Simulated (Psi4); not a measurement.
**GeH3Cl (SMILES [Cl][GeH3]): levels of theory compared**

We compute a comparison of 5 runs (HF/STO-3G, HF/3-21G, DSD-PBEP86/def2-TZVP, wB97X-V/def2-TZVP, MP3/def2-TZVP) of GeH3Cl. 

Program for the calculation: Psi4 1.11.

1 further run of the same task is left out (set aside as unsound or not needed).

## 1. The structure to begin with

GeH3Cl has 5 atoms, charge 0, and is taken as a singlet. SMILES: `[Cl][GeH3]`. The Ge2–H5 distance was set to 3.370 Å, away from the relaxed value. At this shape a bond of the SMILES string is far longer than usual.

Bond lengths: Cl1–Ge2 2.155 Å, Ge2–H3 1.532 Å, Ge2–H4 1.532 Å. Angles: Cl1–Ge2–H3 107.1°, Cl1–Ge2–H4 107.1°, H3–Ge2–H4 111.7°.

## 2. Energy and gradient at HF/STO-3G (run 1)

File calc.py:

```python
import psi4

psi4.set_memory(1600000000)
psi4.set_num_threads(1)
psi4.set_output_file('psi4.out', False)

m = psi4.geometry("""
0 1
Cl    -2.863033    -0.981253    -0.579451
Ge    -0.825433    -0.970053    -1.281351
H     -0.826833    -0.299953    -2.658851
H     -0.368233    -2.429853    -1.361351
H      0.984500     0.782900     0.956700
symmetry c1
no_reorient
no_com
""")

psi4.set_options(dict(basis='STO-3G', puream=True, e_convergence=1e-09, d_convergence=1e-08, scf_type='pk'))

e_tot, wfn = psi4.gradient("scf", return_wfn=True)
print('gradient / Eh bohr^-1')
print(e_tot.np.round(6))
print(f'energy = {wfn.energy():.10f} Eh')
for k, v in sorted(psi4.core.scalar_variables().items()):
    print(f'{k:45s} {v:18.10f}')
```

Command:

```console
python calc.py
```

psi4.out:

```text
[...]
  Running in c1 symmetry.
[...]
  Nuclear repulsion =  169.187762818737468
[...]
  Multiplicity = 1
[...]
  Nalpha       = 26
  Nbeta        = 26
[...]
    Number of basis functions: 30
[...]
   @RHF iter   1: -2507.27257362923228   -2.75073e+00   1.94660e-02 ADIIS/DIIS
[...]
   @RHF iter  12: -2507.80848084818717   -3.18323e-12   9.00710e-10 DIIS
[...]
    Orbital Energies [Eh]
    ---------------------
    Doubly Occupied:
       1A   -400.589484     2A   -103.637524     3A    -50.433445
       4A    -45.497785     5A    -45.497022     6A    -45.496391
       7A    -10.329107     8A     -7.772598     9A     -7.767770
      10A     -7.767546    11A     -6.524980    12A     -4.567986
      13A     -4.564598    14A     -4.564242    15A     -0.994485
      16A     -0.706550    17A     -0.705292    18A     -0.703087
      19A     -0.702092    20A     -0.700407    21A     -0.643650
      22A     -0.471344    23A     -0.431672    24A     -0.394738
      25A     -0.373416    26A     -0.187747
[...]
  @RHF Final Energy: -2507.80848084818717
   => Energetics <=
    Nuclear Repulsion Energy =            169.1877628187374683
    One-Electron Energy =               -3849.9425655682653087
    Two-Electron Energy =                1172.9463219013407524
    Total Energy =                      -2507.8084808481871733
[...]
 Multipole Moments:
 ------------------------------------------------------------------------------------
     Multipole            Electronic (a.u.)      Nuclear  (a.u.)        Total (a.u.)
 ------------------------------------------------------------------------------------
 L = 1.  Multiply by 2.5417464519 to convert [e a0] to [Debye]
 Dipole X            :        143.2236886         -142.2887862            0.9349024
 Dipole Y            :         93.7272398          -93.8625133           -0.1352736
 Dipole Z            :        101.3365188         -101.8891213           -0.5526025
 Magnitude           :                                                    1.0943998
[...]
  -Total Gradient:
     Atom            X                  Y                   Z
    ------   -----------------  -----------------  -----------------
       1       -0.004434696525    -0.000071715118     0.001452199681
       2       -0.035513869565    -0.010317398384    -0.004375861137
       3        0.000188851059     0.014879435713    -0.031079041596
       4        0.010444705350    -0.032762383476    -0.002049873279
       5        0.029315009726     0.028272061296     0.036052576079
[...]
```

On the terminal:

```text
gradient / Eh bohr^-1
[[-4.4350e-03 -7.2000e-05  1.4520e-03]
 [-3.5514e-02 -1.0317e-02 -4.3760e-03]
 [ 1.8900e-04  1.4879e-02 -3.1079e-02]
 [ 1.0445e-02 -3.2762e-02 -2.0500e-03]
 [ 2.9315e-02  2.8272e-02  3.6053e-02]]
energy = -2507.8084808482 Eh
CURRENT ENERGY                                  -2507.8084808482
CURRENT REFERENCE ENERGY                        -2507.8084808482
DD SOLVATION ENERGY                                 0.0000000000
HF KINETIC ENERGY                                2500.2051737467
HF POTENTIAL ENERGY                             -5008.0136545949
HF TOTAL ENERGY                                 -2507.8084808482
HF VIRIAL RATIO                                     2.0030410733
NUCLEAR REPULSION ENERGY                          169.1877628187
ONE-ELECTRON ENERGY                             -3849.9425655683
PCM POLARIZATION ENERGY                             0.0000000000
PE ENERGY                                           0.0000000000
SCF ITERATION ENERGY                            -2507.8084808482
SCF ITERATIONS                                     12.0000000000
SCF TOTAL ENERGY                                -2507.8084808482
TWO-ELECTRON ENERGY                              1172.9463219013
```

Run time: 2.9 s. Hardware: 1 thread of AMD EPYC 7R43 (Zen 3), shared host; peak memory 0.19 GiB.

## 3. A single-point energy at HF/3-21G (run 2)

File input.in:

```
memory 1600 MB

molecule {
  0 1
  Cl    -2.863033    -0.981253    -0.579451
  Ge    -0.825433    -0.970053    -1.281351
  H     -0.826833    -0.299953    -2.658851
  H     -0.368233    -2.429853    -1.361351
  H      0.984500     0.782900     0.956700
  symmetry c1
}

set {
  basis         3-21G
  puream        true
  e_convergence 1e-09
  d_convergence 1e-08
  scf_type      pk
}

e_tot, wfn = energy("scf", return_wfn=True)
oeprop(wfn, "MULLIKEN_CHARGES", "MAYER_INDICES", "WIBERG_LOWDIN_INDICES")
```

Command:

```console
psi4 -n 1 input.in input.out
```

input.out:

```text
[...]
  Running in c1 symmetry.
[...]
  Nuclear repulsion =  169.187762818737468
[...]
  Multiplicity = 1
[...]
  Nalpha       = 26
  Nbeta        = 26
[...]
    Number of basis functions: 41
[...]
   @RHF iter   1: -2523.47666020388488   -3.62992e+00   1.99405e-02 DIIS/ADIIS
[...]
   @RHF iter  11: -2524.19658116219080    0.00000e+00   5.04311e-09 DIIS
[...]
    Orbital Energies [Eh]
    ---------------------
    Doubly Occupied:
       1A   -402.787094     2A   -104.111711     3A    -52.012577
       4A    -46.024457     5A    -46.023990     6A    -46.023340
       7A    -10.506071     8A     -7.969203     9A     -7.965468
      10A     -7.965369    11A     -7.237704    12A     -5.193066
      13A     -5.190332    14A     -5.189053    15A     -1.642262
      16A     -1.640392    17A     -1.638044    18A     -1.636455
      19A     -1.634969    20A     -1.108760    21A     -0.740916
      22A     -0.547107    23A     -0.519744    24A     -0.486201
      25A     -0.462875    26A     -0.302592
[...]
  @RHF Final Energy: -2524.19658116219080
   => Energetics <=
    Nuclear Repulsion Energy =            169.1877628187374683
    One-Electron Energy =               -3853.6491841633605873
    Two-Electron Energy =                1160.2648401824319535
    Total Energy =                      -2524.1965811621912508
[...]
 Multipole Moments:
 ------------------------------------------------------------------------------------
     Multipole            Electronic (a.u.)      Nuclear  (a.u.)        Total (a.u.)
 ------------------------------------------------------------------------------------
 L = 1.  Multiply by 2.5417464519 to convert [e a0] to [Debye]
 Dipole X            :          1.3329252           -0.6186282            0.7142970
 Dipole Y            :         -1.3342814            0.9519667           -0.3823147
 Dipole Z            :         -2.6618041            1.7816380           -0.8801661
 Magnitude           :                                                    1.1962764
[...]
  Mulliken Charges: (a.u.)
   Center  Symbol    Alpha    Beta     Spin     Total
       1    CL     8.73147  8.73147  0.00000 -0.46294
       2    GE    15.59957 15.59957  0.00000  0.80085
       3     H     0.56675  0.56675  0.00000 -0.13350
       4     H     0.56675  0.56675  0.00000 -0.13350
       5     H     0.53546  0.53546  0.00000 -0.07091
   Total alpha = 26.00000, Total beta = 26.00000, Total charge =  0.00000
  Mayer Bond Indices:
[...]
```

It took 2.5 s on 1 thread of AMD EPYC 7R43 (Zen 3), shared host; peak memory 0.2 GiB.

## 4. The energy at DSD-PBEP86/def2-TZVP (density fitting for correlation) (run 3)

File job.in:

```
memory 1600 MB

molecule m {
  0 1
  Cl    -2.863033    -0.981253    -0.579451
  Ge    -0.825433    -0.970053    -1.281351
  H     -0.826833    -0.299953    -2.658851
  H     -0.368233    -2.429853    -1.361351
  H      0.984500     0.782900     0.956700
  symmetry c1
}

set globals {
  puream true
  e_convergence 1e-09
  d_convergence 1e-08
  scf_type pk
  dft_radial_points 99
  dft_spherical_points 590
  num_frozen_docc 14
}

result = energy('dsd-pbep86/def2-TZVP')
```

Command:

```console
psi4 job.in job.out -n 1
```

job.out:

```text
[...]
  Running in c1 symmetry.
[...]
  Nuclear repulsion =  169.187762818737468
[...]
  Multiplicity = 1
[...]
  Nalpha       = 26
  Nbeta        = 26
[...]
    Number of basis functions: 103
[...]
   @RKS iter   1: -2535.70555289134109   -2.12142e+00   2.86228e-02 ADIIS/DIIS
[...]
   @RKS iter  13: -2537.49532881749292    3.18323e-12   3.17343e-09 DIIS
[...]
    Orbital Energies [Eh]
    ---------------------
    Doubly Occupied:
       1A   -403.051600     2A   -103.693695     3A    -51.400917
       4A    -45.633510     5A    -45.632255     6A    -45.631249
       7A    -10.198287     8A     -7.762928     9A     -7.760200
      10A     -7.759897    11A     -6.936200    12A     -4.979797
      13A     -4.977460    14A     -4.974747    15A     -1.574025
      16A     -1.572559    17A     -1.569603    18A     -1.567960
      19A     -1.566293    20A     -1.018731    21A     -0.691108
      22A     -0.502958    23A     -0.493534    24A     -0.450286
      25A     -0.427859    26A     -0.284863
[...]
  @RKS Final Energy: -2537.49532881749292
   => Energetics <=
    Nuclear Repulsion Energy =            169.1877628187374683
    One-Electron Energy =               -3867.5692037336016256
    Two-Electron Energy =                1191.5687359809751342
    DFT Exchange-Correlation Energy =     -30.6826238836039558
    Empirical Dispersion Energy =           0.0000000000000000
    VV10 Nonlocal Energy =                  0.0000000000000000
    Total Energy =                      -2537.4953288174929185
[...]
 Multipole Moments:
 ------------------------------------------------------------------------------------
     Multipole            Electronic (a.u.)      Nuclear  (a.u.)        Total (a.u.)
 ------------------------------------------------------------------------------------
 L = 1.  Multiply by 2.5417464519 to convert [e a0] to [Debye]
 Dipole X            :          0.5863988           -0.6186282           -0.0322293
 Dipole Y            :         -1.5828712            0.9519667           -0.6309045
 Dipole Z            :         -2.8060109            1.7816380           -1.0243729
 Magnitude           :                                                    1.2035028
[...]
```

Wall time 16 s (1 thread of AMD EPYC 7R43 (Zen 3), shared host); peak memory 0.67 GiB.

Run 4 isn't shown in full; the table further down has it.

## 5. A single-point energy at MP3/def2-TZVP (run 5)

File calc.py:

```python
import psi4

psi4.set_memory(1600000000)
psi4.set_num_threads(1)
psi4.set_output_file('clgeh3.out', False)

m = psi4.geometry("""
0 1
Cl    -2.863033    -0.981253    -0.579451
Ge    -0.825433    -0.970053    -1.281351
H     -0.826833    -0.299953    -2.658851
H     -0.368233    -2.429853    -1.361351
H      0.984500     0.782900     0.956700
units angstrom
symmetry c1
no_reorient
no_com
""")

psi4.set_options({
    'puream': True,
    'e_convergence': 1e-09,
    'd_convergence': 1e-08,
    'scf_type': 'pk',
    'num_frozen_docc': 14,
    'mp_type': 'conv',
})

energy_value, wavefunction = psi4.energy('mp3/def2-TZVP', return_wfn=True)
print('E =', round(energy_value, 9))
for k, v in sorted(psi4.core.scalar_variables().items()):
    print(f'{k:45s} {v:18.10f}')
```

Command:

```console
python calc.py
```

clgeh3.out:

```text
[...]
  Running in c1 symmetry.
[...]
  Nuclear repulsion =  169.187762818737468
[...]
  Multiplicity = 1
[...]
  Nalpha       = 26
  Nbeta        = 26
[...]
    Number of basis functions: 103
[...]
   @RHF iter   1: -2534.81858186419640   -2.58792e+00   2.73201e-02 DIIS/ADIIS
[...]
   @RHF iter  13: -2536.46717233401250   -1.27329e-11   3.33919e-09 DIIS
[...]
    Orbital Energies [Eh]
    ---------------------
    Doubly Occupied:
       1A   -405.331350     2A   -104.852355     3A    -52.236236
       4A    -46.324992     5A    -46.323762     6A    -46.322893
       7A    -10.580634     8A     -8.047199     9A     -8.046092
      10A     -8.046011    11A     -7.279094    12A     -5.255993
      13A     -5.253992    14A     -5.251833    15A     -1.731311
      16A     -1.729874    17A     -1.726846    18A     -1.724759
      19A     -1.723060    20A     -1.109100    21A     -0.746395
      22A     -0.551593    23A     -0.537146    24A     -0.495393
      25A     -0.473048    26A     -0.301285
[...]
  @RHF Final Energy: -2536.46717233401250
   => Energetics <=
    Nuclear Repulsion Energy =            169.1877628187374683
    One-Electron Energy =               -3867.3053797500820110
    Two-Electron Energy =                1161.6504445973318980
    Total Energy =                      -2536.4671723340125027
[...]
 Multipole Moments:
 ------------------------------------------------------------------------------------
     Multipole            Electronic (a.u.)      Nuclear  (a.u.)        Total (a.u.)
 ------------------------------------------------------------------------------------
 L = 1.  Multiply by 2.5417464519 to convert [e a0] to [Debye]
 Dipole X            :        142.1513649         -142.2887862           -0.1374213
 Dipole Y            :         93.1169864          -93.8625133           -0.7455269
 Dipole Z            :        100.7137516         -101.8891213           -1.1753697
 Magnitude           :                                                    1.3986383
[...]
	SCS-MP2 Total Energy (a.u.)        : -2536.92237333248795
	SOS-MP2 Total Energy (a.u.)        : -2536.91872209049916
[...]
	SOS-PI-MP2 Total Energy (a.u.)     : -2536.95345668715208
[...]
	MP2 Total Energy (a.u.)            : -2536.92967581646462
[...]
	SCS-MP3 Total Energy (a.u.)        : -2536.93098346497391
[...]
	MP3 Total Energy (a.u.)            : -2536.96411634640936
[...]
```

Run time: 16 s. Hardware: 1 thread of AMD EPYC 7R43 (Zen 3), shared host; peak memory 0.85 GiB.

## 6. Overview of the runs

```
run                                                   level      task                 properties   energy (Eh)  dipole moment (D)  HOMO energy (eV)  LUMO energy (eV)  wall time
  1                                               HF/STO-3G  gradient                          –  -2507.808481               2.78             -5.11              0.99      2.9 s
  2                                                HF/3-21G    energy  (mulliken, mayer, wiberg)  -2524.196581               3.04             -8.23             -1.56      2.5 s
  3  DSD-PBEP86/def2-TZVP (density fitting for correlation)    energy                          –  -2537.746227                  –             -7.75             -2.77       16 s
  4                                       wB97X-V/def2-TZVP    energy                          –  -2538.611087               2.91             -8.55             -2.58       72 s
  5                                           MP3/def2-TZVP    energy                          –  -2536.964116                  –             -8.20             -1.62       16 s
```

## 7. Outcome

| quantity | value |
| --- | --- |
| run 5: total energy | -2536.96412 Eh |
| run 5: HOMO energy (Hartree–Fock orbitals) | -8.20 eV |
| run 5: LUMO energy (Hartree–Fock orbitals) | -1.62 eV |
| run 5: HOMO–LUMO gap (Hartree–Fock orbitals) | 6.58 eV |
| run 5: correlation energy (14 core orbitals frozen) | -496.9 mEh |

In words: Over runs 1, 2, 4 the dipole moment (its size) runs from 2.78 D (HF/STO-3G) to 3.04 D (HF/3-21G). Over runs 1, 2, 3, 4 the HOMO–LUMO gap runs from 4.98 eV (DSD-PBEP86/def2-TZVP) to 6.68 eV (HF/3-21G). The two ends differ in method and basis. A double hybrid's value is that of its SCF part. Totals of different functionals can't be ranked against each other. In run 1 the basis is minimal, so the values are rough. In runs 1, 2, 3, 4, 5 a closed-shell determinant meets a far-stretched bond, which it describes badly. All runs together took 1.8 min, the longest 72 s.
